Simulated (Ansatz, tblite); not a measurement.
# The cluster Mg4O4−: rung by rung

One table from this session's results is given with a row withheld; the runs are named, their logs left out.

Computed with Ansatz 0.2.0, Gaussian basis. Level: as each input shows.

Levels to be run: GFN1-xTB, GFN2-xTB, PBE-D4/def2-TZVPD, r2SCAN-D4/def2-TZVPD, B97M-V/def2-TZVPD, HF/def2-TZVPD, r2SCANh-D4/def2-TZVPD, MP2/def2-TZVPD, RPA/def2-TZVPD.

9 further runs of the same task are left out: 5 that didn't finish, 4 set aside as unsound or not needed. Runs told in other sessions of the task aren't counted.

## The structure

The doublet was relaxed beforehand with PBE0-D4/def2-SVPD. At that level it is the lowest of the isomers that a small search found.

8 atoms, charge -1, spin multiplicity 2.

Bond lengths: Mg1–O5 1.870 Å, Mg1–O6 1.903 Å, Mg1–O7 2.131 Å, Mg2–O5 1.870 Å, Mg2–O7 2.131 Å, Mg2–O8 1.903 Å, Mg3–O6 1.852 Å, Mg3–O7 1.894 Å, Mg4–O7 1.894 Å, Mg4–O8 1.852 Å. Angles: O5–Mg1–O6 176.7°, O5–Mg1–O7 93.1°, O6–Mg1–O7 90.1°, O5–Mg2–O7 93.1°, O5–Mg2–O8 176.7°, O7–Mg2–O8 90.1°, O6–Mg3–O7 99.6°, O7–Mg4–O8 99.6°, Mg1–O5–Mg2 94.0°, Mg1–O6–Mg3 88.9°, Mg1–O7–Mg2 79.8°, Mg1–O7–Mg3 81.4°, Mg1–O7–Mg4 161.2°, Mg2–O7–Mg3 161.2°, Mg2–O7–Mg4 81.4°, Mg3–O7–Mg4 117.5°, Mg2–O8–Mg4 88.9°.

As a file:

```xyz
8
charge -1, multiplicity 2
Mg    0.7277    1.3267   -0.7663
Mg   -0.2797   -1.1809   -1.1848
Mg    0.2357    1.3674    1.8166
Mg   -0.9566   -1.6016    1.3212
O     0.5095    0.1652   -2.2156
O     0.9958    2.5796    0.6410
O    -0.1430   -0.0450    0.6134
O    -1.0893   -2.6114   -0.2255
```

The ion is computed in the gas phase, without counter-ions or solvent.

PBE0-D4/def2-TZVPD was run before; its log isn't repeated, and its numbers join the tables.

Set-up of the first run:

Tight binding, by tblite at 300 K electronic temperature and without a spin-polarisation term:

```python
tblite.interface.Calculator('GFN1-xTB', numbers, positions, charge=-1, uhf=1).singlepoint()
```

Tight binding, by tblite at 300 K electronic temperature and without a spin-polarisation term:

```python
tblite.interface.Calculator('GFN2-xTB', numbers, positions, charge=-1, uhf=1).singlepoint()
```

start.molden holds the orbitals of an earlier run on this state, given as this run's starting guess.

in.yaml

```yaml
crystal:
  periodic: [false, false, false]
  atoms:
    - {symbol: Mg, position_ang: [0.727721, 1.326658, -0.766280]}
    - {symbol: Mg, position_ang: [-0.279732, -1.180854, -1.184839]}
    - {symbol: Mg, position_ang: [0.235724, 1.367353, 1.816631]}
    - {symbol: Mg, position_ang: [-0.956581, -1.601620, 1.321151]}
    - {symbol: O, position_ang: [0.509452, 0.165202, -2.215598]}
    - {symbol: O, position_ang: [0.995758, 2.579645, 0.640975]}
    - {symbol: O, position_ang: [-0.143042, -0.044965, 0.613440]}
    - {symbol: O, position_ang: [-1.089300, -2.611419, -0.225481]}
basis:
  gaussian: {orbitals: def2-TZVPD, initial_orbitals: start.molden}
total_charge: -1
magnetization: {spin_polarized: true, initial_magnetization: 1}
hamiltonian: {xc: pbe, dispersion: d4}
scf: {omitted_lower_state_checks: [starts]}
output: {forces: true, orbitals: {seedname: orbitals}}
```

Launch:

```sh
> ansatz run in.yaml --threads 4 --pin off --events-out ev --progress --plain --max-ram 4787MiB
```

Steps of the session up to this table: PBE-D4/def2-TZVPD; r2SCAN-D4/def2-TZVPD; B97M-V/def2-TZVPD; HF/def2-TZVPD; r2SCANh-D4/def2-TZVPD; MP2/def2-TZVPD; RPA/def2-TZVPD.

One of the session's tables, all rows but one given; the rest of the session is left out.

It belongs to the step «Levels side by side». 

| level | HOMO (eV) | LUMO (eV) | gap (eV) |
| --- | --- | --- | --- |
| HF/def2-TZVPD | -2.87 | 2.52 | 5.40 |
| PBE-D4/def2-TZVPD | -0.54 | 0.19 | 0.73 |
| r2SCAN-D4/def2-TZVPD | -0.69 | 0.41 | 1.10 |
| B97M-V/def2-TZVPD | -0.52 | -0.22 | 0.30 |
| r2SCANh-D4/def2-TZVPD | ? | ? | ? |
| PBE0-D4/def2-TZVPD | -1.26 | 0.74 | 2.00 |

**Question.** Estimate the row for r2SCANh-D4/def2-TZVPD.

**Answer.** HOMO (eV): -0.96; LUMO (eV): 0.53; gap (eV): 1.49. In the column «HOMO (eV)» it lies between PBE0-D4/def2-TZVPD (-1.26) and r2SCAN-D4/def2-TZVPD (-0.69).
